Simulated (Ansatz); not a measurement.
# C2H2BF: ionisation energy by level of theory

Aim: the vertical ionisation energy of C2H2BF, as cation minus neutral at the neutral's geometry, on several levels, and how well −ε(HOMO) stands in for it.

Method: unrestricted cation, the program's frozen cores in correlated methods; program: Ansatz 0.2.0, Gaussian basis.

Plan: UKS PBE-D4/def2-TZVPP; UKS r2SCAN-D4/def2-TZVPP; UKS PBE0-D4/def2-TZVPP; UKS B3LYP-D4/def2-TZVPP; UKS wB97X-V/def2-TZVPP; UKS wB97M-V/def2-TZVPP; UKS B2PLYP/def2-TZVPP; UHF-CCSD(T)/def2-TZVPP; UHF-MP2/def2-QZVPP; extrapolation to the limit; then −ε(HOMO) from the neutral's earlier runs with LDA (SPW92), PBE-D4, revPBE-D4, BLYP-D4, r2SCAN-D4, B97M-V, PBE0-D4, B3LYP-D4, r2SCANh-D4, r2SCAN0-D4, HSE06-D4, BHLYP-D4, CAM-B3LYP-D4, LC-ωPBE, ωB97X-V, ωB97M-V.

**1. The relaxed structure**

All runs share one geometry, relaxed beforehand with PBE0-D4 in a triple-zeta def2 set.

SMILES `FB1C=C1`, 6 atoms, charge 0, spin multiplicity 1.

Atoms are counted from 1 here; the program's logs count them from 0.

Bond lengths: F1–B2 1.317 Å, B2–C3 1.463 Å, B2–C4 1.463 Å, C3–C4 1.359 Å, C3–H5 1.082 Å, C4–H6 1.082 Å. Angles: F1–B2–C3 152.3°, F1–B2–C4 152.3°, C3–B2–C4 55.3°, B2–C3–C4 62.3°, B2–C3–H5 161.1°, C4–C3–H5 136.6°, B2–C4–C3 62.3°, B2–C4–H6 161.1°, C3–C4–H6 136.6°.

Geometry (Å):

```xyz
6
charge 0, multiplicity 1
F    -1.0878   -1.8694    0.4681
B    -0.4353   -0.7617    0.1845
C     0.7888    0.0350    0.0964
C    -0.3749    0.6226   -0.2856
H     1.8310    0.3208    0.1574
H    -0.6798    1.5886   -0.6670
```

**2. Cation, UKS PBE-D4/def2-TZVPP**

File in.yaml:

```yaml
crystal:
  periodic: [false, false, false]
  atoms:
    - {symbol: F, position_ang: [-1.087755, -1.869391, 0.468079]}
    - {symbol: B, position_ang: [-0.435286, -0.761650, 0.184532]}
    - {symbol: C, position_ang: [0.788832, 0.035004, 0.096445]}
    - {symbol: C, position_ang: [-0.374904, 0.622612, -0.285636]}
    - {symbol: H, position_ang: [1.831033, 0.320806, 0.157376]}
    - {symbol: H, position_ang: [-0.679819, 1.588619, -0.666996]}
basis:
  gaussian: {orbitals: def2-TZVPP}
total_charge: 1
magnetization: {spin_polarized: true, initial_magnetization: 1}
hamiltonian: {xc: pbe, dispersion: d4}
```

Started as:

```bash
ansatz run in.yaml --threads 2 --pin off --events-out ev --progress --plain --max-ram 4352MiB
```

After this run come: Cation, UKS r2SCAN-D4/def2-TZVPP; Cation, UKS PBE0-D4/def2-TZVPP; Cation, UKS B3LYP-D4/def2-TZVPP; Cation, UKS wB97X-V/def2-TZVPP; Cation, UKS wB97M-V/def2-TZVPP; Cation, UKS B2PLYP (frozen core)/def2-TZVPP; Cation, UHF-CCSD(T)/def2-TZVPP; Cation, UHF-MP2/def2-QZVPP.

**Question.** What will the summary of the whole plan be? Wanted: ionisation energy, CCSD(T)/CBS; nearest functional by difference; nearest −ε(HOMO); −ε(HOMO) of PBE; T1 of the cation.

As calculated:

| quantity | value |
| --- | --- |
| ionisation energy, CCSD(T)/CBS | 10.83 eV |
| nearest functional by difference | ωB97X-V (-0.16 eV) |
| nearest −ε(HOMO) | LC-ωPBE (-0.07 eV) |
| −ε(HOMO) of PBE | 6.57 eV |
| T1 of the cation | 0.019 |

By cation minus neutral, the functionals miss by 0.47 eV at most. The PBE orbital energy is 4.3 eV too small: a semilocal HOMO is no ionisation energy. Among orbital estimates LC-ωPBE comes nearest. Hartree-Fock falls 0.69 eV short, as the neutral has more correlation energy than the cation.
